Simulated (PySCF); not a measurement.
# C7H9P: magnetic properties

What do calculations give for the magnetic properties of C7H9P (`Cc1ccc(C)pc1`)?

Programs: PySCF 2.14.0, with routines of our own; each step states its level. All values are computed. Atoms count from 0.

## (1) The starting structure

17 atoms, charge 0, multiplicity 1; geometry from: GFN2-xTB.

## (2) Magnetic properties: GIAO CAM-B3LYP/pcSseg-1

What the job is given:

```
{"job": {"kind": "mag", "xc": "CAM-B3LYP", "basis": "pcSseg-1", "isotopologues": 2}, "charge": 0, "multiplicity": 1}
C      2.805711     0.170641    -0.392166
C      1.375191     0.064697     0.051842
C      0.368336     0.033272    -0.907606
C     -0.977936    -0.041347    -0.599380
C     -1.491864    -0.090891     0.684270
C     -2.980372    -0.174189     0.872867
P     -0.492829    -0.066653     2.113169
C      1.082897     0.024425     1.401962
H      2.951606    -0.327702    -1.348166
H      3.477325    -0.268930     0.341913
H      3.077253     1.220206    -0.513846
H      0.654799     0.068225    -1.950079
H     -1.684060    -0.063379    -1.421647
H     -3.473488     0.679849     0.408247
H     -3.373121    -1.078898     0.408286
H     -3.236197    -0.189555     1.930578
H      1.909751     0.052260     2.103125
```

Level: GIAO CAM-B3LYP/pcSseg-1 magnetisability, rotational g tensor and spin-rotation constants, non-relativistic, gas phase.

Launch:

```
OMP_NUM_THREADS=1 python excited_run.py task.json out
```

This one command runs all jobs of the session in turn.

Log:

```text
coarse grid: 14808 points
cycle   1  E = -613.2136020930  dE =  1.409e+00  |g| = 3.024e-01  |ddm| = 3.988e+00
cycle   2  E = -613.2320026533  dE = -1.840e-02  |g| = 1.999e-01  |ddm| = 6.207e-01
cycle   3  E = -613.2417544466  dE = -9.752e-03  |g| = 4.548e-02  |ddm| = 2.285e-01
cycle   4  E = -613.2422159069  dE = -4.615e-04  |g| = 2.280e-02  |ddm| = 9.834e-02
cycle   5  E = -613.2423616993  dE = -1.458e-04  |g| = 3.416e-03  |ddm| = 3.096e-02
cycle   6  E = -613.2423639537  dE = -2.254e-06  |g| = 1.915e-03  |ddm| = 5.801e-03
final grid: 138736 points
cycle   7  E = -613.3077437201  dE = -2.912e-05  |g| = 4.819e-03  |ddm| = 2.708e-02
cycle   8  E = -613.3077420796  dE =  1.641e-06  |g| = 5.459e-03  |ddm| = 9.893e-03
cycle   9  E = -613.3077497400  dE = -7.660e-06  |g| = 8.505e-04  |ddm| = 5.615e-03
cycle  10  E = -613.3077499250  dE = -1.850e-07  |g| = 1.951e-04  |ddm| = 9.267e-04
cycle  11  E = -613.3077499359  dE = -1.089e-08  |g| = 9.068e-05  |ddm| = 3.109e-04
cycle  12  E = -613.3077499381  dE = -2.202e-09  |g| = 1.577e-05  |ddm| = 1.252e-04
cycle  13  E = -613.3077499383  dE = -1.891e-10  |g| = 8.701e-06  |ddm| = 4.060e-05
converged SCF energy = -613.3077499383

Magnetisability tensor (1e-30 J/T^2)
    -1124.44       40.64       44.60
       40.64    -2122.15      -16.80
       44.60      -16.80     -975.59
isotropic -1407.39   principal values   -2124.11  -1134.85   -963.23
isotropic susceptibility -84.755 1e-6 cm^3/mol

Inertial axes            a          b          c
rot. const./GHz      3.5650     1.3278     0.9792
chi total           -68.343    -58.017   -127.906
chi diamagnetic    -445.669  -1061.786  -1376.612
chi paramagnetic    377.326   1003.769   1248.706
quadrupole/D A        5.989      0.148     -6.137
g nuclear            0.5776     0.6016     0.5902
g electronic        -0.6320    -0.6261    -0.5744
g total             -0.0544    -0.0245     0.0158

Spin-rotation constants (kHz, H = +C I.J)
atom  isotope        aa         bb         cc
  6    31P       10.096      3.493      1.209
  8     1H       -0.283     -0.036     -0.072
  9     1H       -0.277     -0.026     -0.081
 10     1H       -0.302     -0.150      0.025
 11     1H       -0.154      0.071     -0.098
 12     1H       -0.252      0.114     -0.094
 13     1H       -0.318     -0.092     -0.014
 14     1H       -0.317     -0.098     -0.009
 15     1H       -0.168     -0.018     -0.110
 16     1H       -0.126      0.101     -0.105
  0    13C*       0.455      0.205      0.185
  1    13C*       1.898      0.539      0.097
  2    13C*       1.428      0.599      0.130
  3    13C*       1.395      0.644      0.129
  4    13C*       2.421      0.557      0.092
  5    13C*       0.470      0.215      0.170
  7    13C*       1.467      0.781      0.126
* in the singly substituted isotopologue

Isotopologues: g along a, b, c
2H    at 8,9,10,11,12,1    -0.0472    -0.0204     0.0133
13C   at 0                 -0.0544    -0.0240     0.0155
```

It took 77 s on 1 thread of Intel Xeon Platinum 8259CL at 2.50GHz, shared host; peak memory 1 GiB.

From this job:

| quantity | value |
| --- | --- |
| magnetisability | -1407·10⁻³⁰ J/T² |
| molar susceptibility | -84.8·10⁻⁶ cm³/mol |
| rotational g (a, b, c) | -0.0544, -0.0245, 0.0158 |

## (3) Magnetic properties: GIAO HCTH407/3-21G

Settings changed since step 2:

```diff
@@ -1,2 +1,2 @@
-{"job": {"kind": "mag", "xc": "CAM-B3LYP", "basis": "pcSseg-1", "isotopologues": 2}, "charge": 0, "multiplicity": 1}
+{"job": {"kind": "mag", "xc": "HCTH407", "basis": "3-21G"}, "charge": 0, "multiplicity": 1}
 C      2.805711     0.170641    -0.392166
```

With the program's defaults for keys left out, this is: GIAO HCTH407/3-21G magnetisability, rotational g tensor and spin-rotation constants, non-relativistic, gas phase.

Log:

```text
coarse grid: 14808 points
cycle   1  E = -610.1783405237  dE =  5.511e-01  |g| = 4.776e-01  |ddm| = 4.565e+00
cycle   2  E = -610.1054156330  dE =  7.292e-02  |g| = 6.773e-01  |ddm| = 1.476e+00
cycle   3  E = -610.2331650107  dE = -1.277e-01  |g| = 1.586e-01  |ddm| = 1.147e+00
cycle   4  E = -610.2429021263  dE = -9.737e-03  |g| = 3.386e-02  |ddm| = 3.092e-01
cycle   5  E = -610.2431281240  dE = -2.260e-04  |g| = 2.053e-02  |ddm| = 6.616e-02
cycle   6  E = -610.2432415137  dE = -1.134e-04  |g| = 4.605e-03  |ddm| = 2.862e-02
cycle   7  E = -610.2432469505  dE = -5.437e-06  |g| = 1.791e-03  |ddm| = 8.059e-03
final grid: 138736 points
cycle   8  E = -610.2982016672  dE = -4.813e-05  |g| = 1.010e-02  |ddm| = 4.297e-02
cycle   9  E = -610.2981032081  dE =  9.846e-05  |g| = 1.962e-02  |ddm| = 3.895e-02
cycle  10  E = -610.2982262708  dE = -1.231e-04  |g| = 3.830e-03  |ddm| = 3.316e-02
cycle  11  E = -610.2982311296  dE = -4.859e-06  |g| = 7.254e-04  |ddm| = 5.693e-03
cycle  12  E = -610.2982312763  dE = -1.467e-07  |g| = 3.295e-04  |ddm| = 1.674e-03
cycle  13  E = -610.2982313065  dE = -3.015e-08  |g| = 1.043e-04  |ddm| = 5.143e-04
cycle  14  E = -610.2982313096  dE = -3.141e-09  |g| = 2.457e-05  |ddm| = 1.652e-04
cycle  15  E = -610.2982313098  dE = -1.820e-10  |g| = 1.040e-05  |ddm| = 4.739e-05
converged SCF energy = -610.2982313098

Magnetisability tensor (1e-30 J/T^2)
    -1154.53       44.09       47.19
       44.09    -2179.14      -17.08
       47.19      -17.08    -1042.85
isotropic -1458.84   principal values   -2181.35  -1169.59  -1025.57
isotropic susceptibility -87.853 1e-6 cm^3/mol

Inertial axes            a          b          c
rot. const./GHz      3.5650     1.3278     0.9792
chi total           -70.419    -61.784   -131.357
chi diamagnetic    -443.716  -1058.766  -1373.363
chi paramagnetic    373.296    996.982   1242.006
quadrupole/D A        7.327     -0.326     -7.001
g nuclear            0.5776     0.6016     0.5902
g electronic        -0.6252    -0.6219    -0.5714
g total             -0.0476    -0.0203     0.0188

Spin-rotation constants (kHz, H = +C I.J)
atom  isotope        aa         bb         cc
  6    31P        7.957      2.756      0.870
  8     1H       -0.317     -0.043     -0.079
  9     1H       -0.310     -0.032     -0.087
 10     1H       -0.338     -0.158      0.020
 11     1H       -0.173      0.053     -0.110
 12     1H       -0.259      0.092     -0.105
 13     1H       -0.347     -0.100     -0.018
 14     1H       -0.346     -0.107     -0.013
 15     1H       -0.202     -0.025     -0.117
 16     1H       -0.141      0.082     -0.111
  0    13C*       0.358      0.163      0.145
  1    13C*       1.413      0.421      0.069
  2    13C*       1.120      0.461      0.096
  3    13C*       1.086      0.486      0.093
  4    13C*       1.807      0.448      0.068
  5    13C*       0.374      0.174      0.136
  7    13C*       1.169      0.598      0.091
* in the singly substituted isotopologue
```

Run time: 31 s. Hardware: 1 thread of Intel Xeon Platinum 8259CL at 2.50GHz, shared host; peak memory 0.46 GiB.

From this job:

| quantity | value |
| --- | --- |
| magnetisability | -1459·10⁻³⁰ J/T² |
| molar susceptibility | -87.9·10⁻⁶ cm³/mol |
| rotational g (a, b, c) | -0.0476, -0.0203, 0.0188 |

## (4) Magnetic properties side by side

| level | ξ (10⁻³⁰ J/T²) | g(a) | g(b) | gap (eV) | functions | time |
| --- | --- | --- | --- | --- | --- | --- |
| GIAO CAM-B3LYP/pcSseg-1 | -1407 | -0.0544 | -0.0245 | 7.66 | 188 | 77 s |
| GIAO HCTH407/3-21G | -1459 | -0.0476 | -0.0203 | 4.03 | 94 | 31 s |

## (5) Summary of results

```
                                                quantity                      value
       magnetisability (step 2, GIAO CAM-B3LYP/pcSseg-1)           -1407·10⁻³⁰ J/T²
  molar susceptibility (step 2, GIAO CAM-B3LYP/pcSseg-1)         -84.8·10⁻⁶ cm³/mol
rotational g (a, b, c) (step 2, GIAO CAM-B3LYP/pcSseg-1)   -0.0544, -0.0245, 0.0158
                         magnetisability over the levels  -1459 to -1407·10⁻³⁰ J/T²
```

In words: The magnetisability spreads by 3.6 % over 2 levels, from GIAO HCTH407/3-21G (31 s) to GIAO CAM-B3LYP/pcSseg-1 (77 s); the runs took 31 s to 77 s. Two levels can agree by chance, so this spread shows no convergence. Vibrational averaging and real surroundings are missing from these values.
